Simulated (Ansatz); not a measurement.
## Nudged elastic band run: Ca10Mg2S

The input (input.yaml):

```yaml
crystal:
  lattice:
    - [6.606612, 0.0, 0.0]
    - [0.0, 6.210269, 0.0]
    - [0.0, 0.0, 22.601271]
  atoms:
    - { symbol: Ca, position: [0.64914829, 0.50018836, 0.20648537] }
    - { symbol: Ca, position: [0.15550995, 0.49955787, 0.11254095] }
    - { symbol: Ca, position: [0.6781056, 0.5, 0.0442453] }
    - { symbol: Ca, position: [0.99203384, -0.00130233, 0.1952313] }
    - { symbol: Ca, position: [0.49734258, -7.8e-07, 0.11966473] }
    - { symbol: Mg, position: [0.0, 0.0, 0.0442453] }
    - { symbol: Ca, position: [0.04742615, 0.49016729, 0.46613881] }
    - { symbol: Ca, position: [0.61356232, 0.51320556, 0.37021611] }
    - { symbol: Ca, position: [0.15143642, 0.49722465, 0.28425102] }
    - { symbol: Ca, position: [0.52364984, 0.0290819, 0.45868595] }
    - { symbol: Ca, position: [1.01354246, -0.0044673, 0.36124711] }
    - { symbol: Mg, position: [0.5003857, 0.00296901, 0.28668791] }
    - { symbol: S, position: [0.64577004, 0.43036942, 0.48751679] }
basis:
  ecutwfc: 420.0
kpoints:
  mp_grid: { grid: [3, 3, 1] }
hamiltonian:
  xc: pbe
scf:
  occupations: { method: gaussian, width: 0.05 }
  lower_state_search: "off"
neb:
  images: 3
  f_tol: 0.05
  initial_path: idpp
  max_iterations: 80
  constraints: [{ sites: [2, 5] }]
  final_atoms:
    - { symbol: Ca, position: [0.6504404, 0.5, 0.20747377] }
    - { symbol: Ca, position: [0.15563011, 0.5, 0.11307358] }
    - { symbol: Ca, position: [0.67810564, 0.5, 0.0442453] }
    - { symbol: Ca, position: [0.98938551, 0.0, 0.19529224] }
    - { symbol: Ca, position: [0.49563061, 0.0, 0.12049604] }
    - { symbol: Mg, position: [0.0, 0.0, 0.0442453] }
    - { symbol: Ca, position: [0.10104912, 0.5, 0.46297397] }
    - { symbol: Ca, position: [0.62230542, 0.5, 0.37173836] }
    - { symbol: Ca, position: [0.15463125, 0.5, 0.28430083] }
    - { symbol: Ca, position: [0.49863415, 0.0, 0.46060562] }
    - { symbol: Ca, position: [0.98659973, 0.0, 0.36059208] }
    - { symbol: Mg, position: [0.48789791, 0.0, 0.2887202] }
    - { symbol: S, position: [0.49612414, 0.5, 0.4856505] }
  order_check: true
```

Run as:

```bash
$ ansatz run input.yaml --threads 4 --pin off --max-ram 10240MiB --backend cpu --events-out ev --progress --plain --runs-dir out
```

Output, in part (warnings, iteration lines):

```
NEB end point (image 0): max|allowed force component| = 1.413e-2 eV/Å (the criterion of neb.relax_end_points is 1.000e-2)
NEB end point (image 4): max|allowed force component| = 4.897e-3 eV/Å (the criterion of neb.relax_end_points is 1.000e-2)
NEB iter   1: max|band force component| = 7.798e-1 eV/Å  barrier→ = 0.1586 eV  barrier← = 0.2890 eV  Δτ_max = 0.1166 Å  (45 SCF iters)
NEB iter   2: max|band force component| = 3.759e-1 eV/Å  barrier→ = 0.0812 eV  barrier← = 0.2116 eV  CI = image 2  Δτ_max = 0.1238 Å  (23 SCF iters)
NEB iter   3: max|band force component| = 1.920e-1 eV/Å  barrier→ = 0.0663 eV  barrier← = 0.1967 eV  CI = image 2  Δτ_max = 0.0887 Å  (24 SCF iters)
NEB iter   4: max|band force component| = 8.093e-2 eV/Å  barrier→ = 0.0648 eV  barrier← = 0.1951 eV  CI = image 2  Δτ_max = 0.0261 Å  (21 SCF iters)
NEB iter   5: max|band force component| = 2.668e-2 eV/Å  barrier→ = 0.0647 eV  barrier← = 0.1950 eV  CI = image 2  Δτ_max = 0.0000 Å  (215 SCF iters)
```

The run converged. By the program's own check the climbing image is a first-order saddle point (lowest curvatures found: -1.95 and 0.04 eV/Å²). Limits of this set-up: slab without dipole correction, open-shell adsorbate without spin.

Final band:

| image | path coordinate (Å) | energy (eV) |
| --- | --- | --- |
| 0 | 0.00 | 0.000 |
| 1 | 0.29 | 0.014 |
| 2 | 0.58 | 0.065 |
| 3 | 1.03 | -0.107 |
| 4 | 1.48 | -0.130 |

Time of the run: 4.1 min on 4 threads of Intel(R) Xeon(R) Platinum 8488C (Sapphire Rapids), with other jobs on the host, peak memory 2.8 GiB.
